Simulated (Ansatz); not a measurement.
A nudged elastic band was laid between two geometries of a periodic cell of 63 atoms, GaSi62 (host Si, host structure diamond, dopant Ga, one Si atom removed), cell charge +1.

All numbers below come from DFT PBE, scalar-relativistic, plane waves, PAW (Ansatz). Settings: PAW set soft_1, cutoff 420 eV, k mesh 1x1x1, fermi-dirac smearing 0.02 eV, no spin polarisation.

- movable images: 7
- climbing image: yes
- spring: 2.0 eV/Å²
- optimiser: fire
- start path: straight line
- force threshold: 0.03 eV/Å
- iteration limit: 53
- end points: relaxed

Image 0:

```xyz
63
Lattice="10.8600 0.0000 0.0000 0.0000 10.8600 0.0000 0.0000 0.0000 10.8600" Properties=species:S:1:pos:R:3
Si 5.426 -0.007 -0.077
Ga 6.776 1.346 1.373
Si 9.469 4.037 1.346
Si 8.226 -0.007 2.723
Si 9.528 1.356 4.094
Si -0.019 0.016 0.019
Si 1.366 1.357 1.358
Si 2.718 2.711 0.002
Si 4.052 4.095 1.359
Si 5.444 5.412 0.018
Si 6.791 6.791 1.358
Si 8.148 8.141 0.003
Si 9.525 9.482 1.359
Si 2.729 0.005 2.712
Si 4.095 1.369 4.053
Si 5.426 2.799 2.722
Si 6.790 4.093 4.098
Si 8.129 5.411 2.706
Si 9.524 6.780 4.065
Si 5.436 0.006 5.419
Si 6.791 1.356 6.784
Si 8.148 2.711 5.432
Si 9.497 4.066 6.796
Si 8.129 0.013 8.168
Si 9.463 1.379 9.544
Si -0.033 5.393 0.004
Si 1.350 6.779 1.359
Si 2.712 8.140 0.002
Si 4.093 9.521 1.349
Si -0.014 2.697 2.703
Si 1.351 4.092 4.067
Si 2.705 5.445 2.719
Si 4.083 6.800 4.067
Si 5.438 8.157 2.710
Si 6.799 9.521 4.055
Si 0.017 -0.002 5.444
Si 1.350 1.359 6.800
Si 2.713 2.714 5.437
Si 4.083 4.091 6.799
Si 5.430 5.445 5.445
Si 6.790 6.779 6.800
Si 8.146 8.140 5.437
Si 9.523 9.512 6.799
Si 2.705 -0.002 8.133
Si 4.056 1.355 9.482
Si 5.446 2.698 8.164
Si 6.805 4.034 9.542
Si 8.145 5.393 8.184
Si 9.500 6.778 9.510
Si 0.017 8.136 2.718
Si 1.374 9.508 4.070
Si -0.006 5.423 5.442
Si 1.361 6.788 6.789
Si 2.718 8.142 5.432
Si 4.079 9.509 6.775
Si -0.035 2.714 8.184
Si 1.353 4.064 9.513
Si 2.706 5.422 8.156
Si 4.084 6.780 9.484
Si 5.430 8.135 8.132
Si 6.790 9.479 9.485
Si -0.005 8.135 8.154
Si 1.349 9.512 9.487
```

Image 8:

Only the atoms that move by more than 0.05 Å are listed.
```
Si1 5.465 0.035 0.014
Ga2 8.157 2.727 -0.012
Si3 9.507 4.077 1.439
Si4 8.131 0.035 2.680
Si5 9.489 1.375 4.055
Si6 0.021 -0.023 0.000
Si9 4.090 4.059 1.340
Si10 5.407 5.451 0.000
Si13 9.489 9.520 1.340
Si16 5.465 2.701 2.680
Si17 6.805 4.059 4.055
Si18 8.145 5.451 2.738
Si24 8.145 -0.023 8.124
Si25 9.507 1.276 9.498
Si30 0.021 2.715 2.738
Si45 4.090 1.375 9.516
Si46 5.407 2.715 8.124
Si47 6.706 4.077 9.498
Si61 6.805 9.520 9.516
```

Q: What changes between the two ends?

A: The atom that moves furthest is Ga2, by 2.40 Å; four of its nearest neighbours are Si16 2.40, Si1 2.40, Si4 2.40, Si15 3.79 Å at the first end and Si3 2.40, Si25 2.40, Si47 2.40, Si56 3.79 Å at the last.

Q: Give the energies along the band, and the barrier.

A: The run converged. The highest image is number 4 of 0 to 8, 0.125 eV above the ends, which have the same energy within 2 meV. By the program's own check the climbing image is a first-order saddle point (lowest curvatures found: -0.35 and 1.66 eV/Å²). Limits of this set-up: coarse k mesh, no spin, though dangling bonds at a vacancy may carry it, a typed lattice constant that wasn't relaxed here, charged cell in a uniform background, uncorrected.

```
image  path coordinate (Å)  energy (eV)  Si1–Ga2 (Å)  Ga2–Si4 (Å)  Ga2–Si16 (Å)
    0                 0.00        0.000         2.40         2.40          2.40
    1                 0.32        0.021         2.45         2.45          2.45
    2                 0.64        0.066         2.52         2.52          2.52
    3                 0.96        0.108         2.63         2.63          2.63
    4                 1.28        0.125         2.81         2.81          2.81
    5                 1.60        0.108         3.04         3.04          3.04
    6                 1.93        0.066         3.29         3.29          3.29
    7                 2.25        0.021         3.54         3.54          3.54
    8                 2.57        0.000         3.81         3.81          3.81
```

Q: What is the geometry of the highest image?

A: 
```xyz
63
Lattice="10.8600 0.0000 0.0000 0.0000 10.8600 0.0000 0.0000 0.0000 10.8600" Properties=species:S:1:pos:R:3
Si 5.547 0.116 -0.025
Ga 7.467 2.036 0.680
Si 9.387 3.956 1.385
Si 8.172 0.116 2.600
Si 9.513 1.361 4.074
Si 0.001 -0.010 0.005
Si 1.360 1.357 1.359
Si 2.714 2.714 0.002
Si 4.073 4.082 1.355
Si 5.421 5.430 0.005
Si 6.788 6.789 1.359
Si 8.145 8.142 0.002
Si 9.513 9.502 1.355
Si 2.747 0.016 2.700
Si 4.153 1.384 3.994
Si 5.547 2.741 2.600
Si 6.792 4.082 4.074
Si 8.142 5.430 2.726
Si 9.522 6.787 4.083
Si 5.447 0.016 5.400
Si 6.788 1.357 6.787
Si 8.145 2.714 5.434
Si 9.487 4.056 6.821
Si 8.142 -0.010 8.147
Si 9.387 1.331 9.620
Si -0.080 5.349 0.029
Si 1.343 6.772 1.357
Si 2.730 8.159 0.004
Si 4.153 9.582 1.332
Si 0.001 2.711 2.726
Si 1.358 4.091 4.083
Si 2.716 5.438 2.736
Si 4.087 6.816 4.060
Si 5.447 8.176 2.700
Si 6.815 9.582 3.994
Si 0.010 -0.020 5.431
Si 1.343 1.359 6.804
Si 2.730 2.712 5.417
Si 4.064 4.091 6.789
Si 5.411 5.438 5.431
Si 6.790 6.772 6.804
Si 8.143 8.159 5.417
Si 9.522 9.493 6.789
Si 2.716 -0.020 8.138
Si 4.073 1.361 9.494
Si 5.421 2.711 8.146
Si 6.762 3.956 9.620
Si 8.119 5.349 8.227
Si 9.487 6.755 9.520
Si 0.010 8.145 2.736
Si 1.388 9.516 4.060
Si -0.013 5.416 5.461
Si 1.358 6.786 6.789
Si 2.716 8.145 5.431
Si 4.087 9.516 6.760
Si -0.080 2.688 8.227
Si 1.326 4.056 9.520
Si 2.686 5.416 8.160
Si 4.064 6.787 9.485
Si 5.411 8.145 8.138
Si 6.792 9.502 9.494
Si -0.013 8.115 8.160
Si 1.358 9.493 9.485
```

Time of the run: 15 min on 4 threads of Arm Neoverse V1, with other jobs on the host, peak memory 4 GiB.
